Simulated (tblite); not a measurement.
# C5H10O2Si: the cost of one run

Computed with tblite 0.8.0 and PySCF 2.14.0, with density-fitted response routines of our own, on a single molecule, in the gas phase or a continuum. Atoms count from 0, in the outputs and in this text.

## 1. The starting structure

18 atoms, charge 0, multiplicity 1; geometry from: force field or distance geometry start.

Bonds of the start (Å): O0–C1 1.26, C1–O2 1.39, C1–Si3 1.83, Si3–C4 1.86, C4–C5 1.49, C5–C6 1.49, C6–C7 1.51, C7–Si3 1.87, O2–H8 1.01, Si3–H9 1.47, C4–H10 1.10, C4–H11 1.13, C5–H12 1.12, C5–H13 1.12, C6–H14 1.13, C6–H15 1.09, C7–H16 1.10, C7–H17 1.11.

## 2. Geometry optimisation with GFN2-xTB

What the job is given:

```
{"job": {"kind": "relax", "xc": "GFN2-xTB", "basis": "xTB"}, "charge": 0, "multiplicity": 1}
O      2.657600    -1.586700    -0.850900
C      2.184300    -0.578800    -0.252800
O      2.854600     0.633300    -0.164700
Si     0.559500    -0.761200     0.572700
C     -0.817000    -1.185600    -0.610000
C     -1.742500    -0.027300    -0.487700
C     -1.016300     1.202200    -0.052400
C     -0.130000     0.891100     1.128400
H      3.748400     0.726700    -0.624700
H      0.669800    -1.731100     1.674900
H     -0.458300    -1.369000    -1.635200
H     -1.357300    -2.070300    -0.163000
H     -2.640100    -0.272200     0.143000
H     -2.126500     0.158500    -1.523400
H     -1.807300     1.901600     0.340800
H     -0.510900     1.764300    -0.831400
H      0.666300     1.632000     1.301500
H     -0.743100     0.678600     2.023200
```

The run is started by

```console
$ OMP_NUM_THREADS=1 python probes_run.py task.json out
```

This one command runs all jobs of the session in turn.

**Question.** How long does this first job take on 1 thread of Arm Neoverse N1, shared host, and how much memory does it need?

About 2 s, with a peak of 0.18 GiB.
